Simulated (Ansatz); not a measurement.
# ZrC+ (doublet): wave-function methods side by side, def2-SVP

One table from this session's results is given with a row withheld; the runs are named, their logs left out.

Program: Ansatz 0.2.0, Gaussian basis. Level of theory: def2-SVP, core rule «outside noble gas», up to 5 orbitals frozen. These are calculated values, not measurements.

Plan: UHF; CCSD(T) on ROHF; CCSD(T) on UHF; CISD; CCSDT(Q) on ROHF; CCSDT(Q) on UHF; CCSDTQ on ROHF.

11 further runs of the same task are left out: 7 for a known fault of the program, 4 set aside as unsound or not needed.

## What is computed

The geometry is a PBE0/def2-TZVP stationary point (not a proven minimum) of the parent state, kept for this charge and spin. No spin-orbit coupling is included. Elements past krypton take def2 core potentials.

2 atoms, charge 1, spin multiplicity 2.

Atoms are counted from 1 here; the program's logs count them from 0.

Bond lengths: Zr1–C2 1.711 Å.

The first run:

Input file in.yaml:

```yaml
crystal:
  periodic: [false, false, false]
  atoms:
    - {symbol: Zr, position_ang: [0.000000, 0.000000, 0.000000]}
    - {symbol: C, position_ang: [0.000000, 0.000000, 1.711236]}
basis:
  gaussian: {orbitals: def2-SVP}
total_charge: 1
magnetization: {spin_polarized: true, initial_magnetization: 1}
hamiltonian: {xc: hf}
output: {orbitals: {seedname: orbitals}}
```

The run is started by

```
ansatz run in.yaml --threads 1 --pin off --events-out ev --progress --plain --max-ram 4096MiB --backend cpu
```

Among the steps run: UHF; CCSD(T) on ROHF; CCSD(T) on UHF; CISD; CCSDT(Q) on ROHF; CCSDT(Q) on UHF; CCSDTQ on ROHF.

One of the session's tables, all rows but one given; the rest of the session is left out.

```
   method  from RCCSDTQ (meV)
     ROHF             +5854.2
      UHF             +5549.7
     RMP2              +250.9
     UMP2              +886.8
    RCCSD                   ?
    UCCSD              +343.3
 RCCSD(T)               +54.0
 UCCSD(T)               +55.6
   RCCSDT               +41.4
   UCCSDT               +22.2
RCCSDT(Q)                -5.9
UCCSDT(Q)               -21.8
  RCCSDTQ                   0
```

**Question.** Estimate the row for RCCSD.

As computed: from RCCSDTQ (meV): +380.6. In the column «from RCCSDTQ (meV)» it lies between UCCSD (+343.3) and UMP2 (+886.8).

Some runs used a GPU and others CPU threads alone; cost is compared among the CPU runs only.

Among the levels timed on like hardware, those that no quicker one beats, quickest first: RCCSD(T) (6 s, +54.0 meV); RCCSDT(Q) (25 s, -5.9 meV).

Caveats from the session: Restricted and unrestricted rows rest on different reference determinants; where their highest levels disagree by more than a few hundredths of an eV, they describe different states and don't form one ladder.
